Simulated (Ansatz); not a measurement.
# C2H7AlBrNS: a ladder of functionals and wavefunction methods

Aim: compute C2H7AlBrNS with functionals from several rungs and with coupled cluster, and see how far each lands from CCSD(T) at the basis-set limit for the atomisation energy.

The runs use Ansatz 0.2.0, Gaussian basis; functionals in def2-TZVPP, the program's frozen cores in correlated methods.

Plan: PBE-D4, r2SCAN-D4, PBE0-D4, B3LYP-D4, ωB97X-V, ωB97M-V, B2PLYP; CCSD(T)/def2-TZVPP; MP2/def2-QZVPP; extrapolation to the limit.

### Step 1. The geometry

An earlier PBE0-D4 in a triple-zeta def2 set relaxation fixed the geometry.

13 atoms, charge 0, spin multiplicity 1.

Atoms are counted from 1 here; the program's logs count them from 0.

Bond lengths: C1–N2 1.444 Å, C1–H7 1.099 Å, C1–H8 1.092 Å, C1–H9 1.099 Å, N2–C3 1.444 Å, N2–Al4 1.759 Å, C3–H10 1.093 Å, C3–H11 1.099 Å, C3–H12 1.099 Å, Al4–S5 2.176 Å, Al4–Br6 2.255 Å, S5–H13 1.344 Å. Angles: N2–C1–H7 111.3°, N2–C1–H8 110.9°, N2–C1–H9 111.3°, H7–C1–H8 107.9°, H7–C1–H9 107.4°, H8–C1–H9 107.9°, C1–N2–C3 112.7°, C1–N2–Al4 125.0°, C3–N2–Al4 122.3°, N2–C3–H10 111.2°, N2–C3–H11 111.4°, N2–C3–H12 111.4°, H10–C3–H11 107.6°, H10–C3–H12 107.6°, H11–C3–H12 107.5°, N2–Al4–S5 119.9°, N2–Al4–Br6 120.0°, S5–Al4–Br6 120.1° and more.

### Step 2. PBE-D4 (GGA)

The input, in.yaml:

```yaml
crystal:
  periodic: [false, false, false]
  atoms:
    - {symbol: C, position_ang: [-0.259597, -1.663686, 0.281700]}
    - {symbol: N, position_ang: [-0.105477, -0.277432, -0.090288]}
    - {symbol: C, position_ang: [-0.639317, 0.009733, -1.401416]}
    - {symbol: Al, position_ang: [0.642652, 0.958757, 0.912241]}
    - {symbol: S, position_ang: [0.785834, 3.004857, 0.185167]}
    - {symbol: Br, position_ang: [1.448754, 0.424216, 2.949618]}
    - {symbol: H, position_ang: [0.256166, -2.326791, -0.426430]}
    - {symbol: H, position_ang: [0.152948, -1.848730, 1.275253]}
    - {symbol: H, position_ang: [-1.318047, -1.958098, 0.295895]}
    - {symbol: H, position_ang: [-0.509158, 1.063864, -1.659333]}
    - {symbol: H, position_ang: [-0.138693, -0.585575, -2.177240]}
    - {symbol: H, position_ang: [-1.713445, -0.214568, -1.455160]}
    - {symbol: H, position_ang: [1.397379, 3.413443, 1.310023]}
basis:
  gaussian: {orbitals: def2-TZVPP}
hamiltonian: {xc: pbe, dispersion: d4}
output: {forces: true, orbitals: {seedname: orbitals}}
```

Started as:

```console
> ansatz run in.yaml --threads 2 --pin off --events-out ev --progress --plain --max-ram 22528MiB --backend cuda --devices 0, --max-vram 18GiB
```

The runs that follow: r2SCAN-D4 (meta-GGA); PBE0-D4 (hybrid); B3LYP-D4 (hybrid); ωB97X-V (range-separated); ωB97M-V (range-separated); B2PLYP (double hybrid); CCSD(T) in def2-TZVPP; MP2 in def2-QZVPP.

Before running them: what should the planned runs give, taken together? Wanted: atomisation energy, CCSD(T)/CBS; farthest; mean size of error, hybrid; mean size of error, range-separated; gap, smallest and largest; T1 diagnostic; triples share of the correlation energy.

The runs gave:

```
                               quantity                                           value
        atomisation energy, CCSD(T)/CBS                                       48.264 eV
    functionals within 0.483 eV (1.0 %)  r2SCAN-D4, PBE0-D4, B3LYP-D4, ωB97X-V, ωB97M-V
                               farthest                              B2PLYP (-0.739 eV)
             mean size of error, hybrid                                        0.107 eV
    mean size of error, range-separated                                        0.071 eV
              gap, smallest and largest            4.14 eV (PBE-D4), 10.57 eV (ωB97X-V)
                          T1 diagnostic                                          0.0098
triples share of the correlation energy                                           3.9 %
```

What this shows: PBE-D4 misses by +0.681 eV. Double hybrids carry the basis error of their MP2 part in triple zeta, and no dispersion term here, so their miss is partly the set-up's. The reference freezes the cores and leaves out relativity and excitations past (T), and its outer-core shells are covered unevenly, so misses under about 0.483 eV can't be ranked. All levels share the lack of spin-orbit coupling, which lowers the free heavy atoms and so the true binding. Hartree-Fock recovers 73 % of the binding; the rest is correlation. The gap grows from 4.1 to 10.6 eV across the functionals, mostly with the share of exact exchange. Correlated methods include outer-core shells of Br, which these sets cover unevenly.
